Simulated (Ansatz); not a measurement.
# EuAgAs: one geometry, two states

Aim: solve EuAgAs (a crystal from a database, its volume scaled a little) from each of its saved states, at one geometry and mesh, and see which is lowest and how they differ.

Method: DFT, r2SCAN, plane waves, PAW, in Ansatz 0.2.0.

## 1. The structure

Symmetry: P6_3/mmc, No. 194, hexagonal system. Conventional cell: a = 4.521 Å, b = 4.521 Å, c = 8.116 Å, α = 90.00°, β = 90.00°, γ = 120.00°. Eu (site symmetry -3m) has 6 As at 3.31 Å and 6 Ag at 3.31 Å as nearest neighbours. Around As (site symmetry -6m2) lie 3 Ag at 2.61 Å and 6 Eu at 3.31 Å. Around Ag (site symmetry -6m2) lie 3 As at 2.61 Å.

As a file:

```xyz
12
Lattice="2.2606 3.9155 0.0000 6.7819 -3.9155 0.0000 0.0000 0.0000 8.1164" Properties=species:S:1:pos:R:3 pbc="T T T"
Eu    0.0000    0.0000    0.0000
Eu    4.5212    0.0000    0.0000
Eu    0.0000    0.0000    4.0582
Eu    4.5212    0.0000    4.0582
As    2.2604   -1.3050    2.0291
As    6.7816   -1.3050    2.0291
As    2.2604    1.3050    6.0873
As    6.7816    1.3050    6.0873
Ag    2.2604   -1.3050    6.0873
Ag    6.7816   -1.3050    6.0873
Ag    2.2604    1.3050    2.0291
Ag    6.7816    1.3050    2.0291
```

The states: A, Eu1 up, Eu2 down, Eu3 up, Eu4 down (collinear spin); B, Eu1 up, Eu2 up, Eu3 up, Eu4 up (collinear spin). Each run reads its own saved solution as saved_state.

## 2. State A: the run

The input, input.yaml:

```yaml
crystal:
  lattice:
    - [2.26062375, 3.91551447, 0.0]
    - [6.78187125, -3.91551447, 0.0]
    - [0.0, 0.0, 8.11642017]
  atoms:
    - { symbol: Eu, position: [0.0, 0.0, 0.0], spin: 7.0 }
    - { symbol: Eu, position: [0.5, 0.5, 0.0], spin: -7.0 }
    - { symbol: Eu, position: [0.0, 0.0, 0.5], spin: 7.0 }
    - { symbol: Eu, position: [0.5, 0.5, 0.5], spin: -7.0 }
    - { symbol: As, position: [0.0, 0.3333, 0.25] }
    - { symbol: As, position: [0.5, 0.8333, 0.25] }
    - { symbol: As, position: [0.49995, 0.16665, 0.75] }
    - { symbol: As, position: [0.99995, 0.66665, 0.75] }
    - { symbol: Ag, position: [0.0, 0.3333, 0.75] }
    - { symbol: Ag, position: [0.5, 0.8333, 0.75] }
    - { symbol: Ag, position: [0.49995, 0.16665, 0.25] }
    - { symbol: Ag, position: [0.99995, 0.66665, 0.25] }
kpoints:
  mp_grid: { grid: [4, 3, 3], shift: [0.0, 0.0, 0.0] }
magnetization:
  spin_polarized: true
scf:
  occupations: { method: fermi_dirac }
  lower_state_search: "off"
  max_iter: 200
hamiltonian:
  pseudopotentials: { kind: paw }
  xc: r2scan
basis:
  ecutwfc: 500
  fft_grid_basis: typed
output:
  forces: true
  stress: true
  eigenvalues: true
  bader: true
  populations: true
  elf: true
  write_potential: true
  volumetric_format: npy
  dos:
    e_range: [-12, 8]
    de: 0.05
    projected: { site_lists: { Ag: [Ag], As: [As], Eu: [Eu] } }
checkpoint:
  read: saved_state
```

## 4. Run from state B

Edit input.yaml of step 2 so:

```diff
@@ -6,6 +6,6 @@
   atoms:
-    - { symbol: Eu, position: [0.0, 0.0, 0.0], spin: 7.0 }
-    - { symbol: Eu, position: [0.5, 0.5, 0.0], spin: -7.0 }
-    - { symbol: Eu, position: [0.0, 0.0, 0.5], spin: 7.0 }
-    - { symbol: Eu, position: [0.5, 0.5, 0.5], spin: -7.0 }
+    - { symbol: Eu, position: [0.0, 0.0, 0.0] }
+    - { symbol: Eu, position: [0.5, 0.5, 0.0] }
+    - { symbol: Eu, position: [0.0, 0.0, 0.5] }
+    - { symbol: Eu, position: [0.5, 0.5, 0.5] }
     - { symbol: As, position: [0.0, 0.3333, 0.25] }
@@ -20,2 +20,13 @@
   mp_grid: { grid: [4, 3, 3], shift: [0.0, 0.0, 0.0] }
+  band_path:
+    path:
+      - [0.0, 0.0, 0.0]
+      - [0.49999999, 0.50000008, 0.0]
+      - [0.66666662, 9.0e-08, 0.0]
+      - [0.0, 0.0, 0.0]
+      - [0.0, 0.0, 0.5]
+      - [0.49999999, 0.50000008, 0.5]
+      - [0.66666662, 9.0e-08, 0.5]
+      - [0.0, 0.0, 0.5]
+    npoints: 7
 magnetization:
```

(Steps that only read results are left out.)

**Question.** What will these runs give? Wanted: for each run, free energy; largest site moment; size of the net moment; gap; pressure; largest force.

**Answer**, as computed:

```csv
state,free energy (meV/atom),largest site moment (μB),size of the net moment (μB/cell),gap (eV),pressure (GPa),largest force (eV/Å),SCF cycles
A,4.3,6.88,0.00,metal,-0.4,0.01,11
B,0.0,6.88,27.97,half-metal,-0.6,0.01,10
```

**Reading.** State B lies lowest, 4.3 meV per atom under state A. They differ in kind: A is a metal, B is a half-metal. On this mesh and smearing a half-metal can't be told from a magnetic semiconductor with a tiny gap. Every run converged, so convergence alone does not show that a state is the lowest.

Limits of this run: an open f shell without a U or exact exchange, whose levels then sit too near the Fermi level; the k mesh is coarse for a cell without a gap.
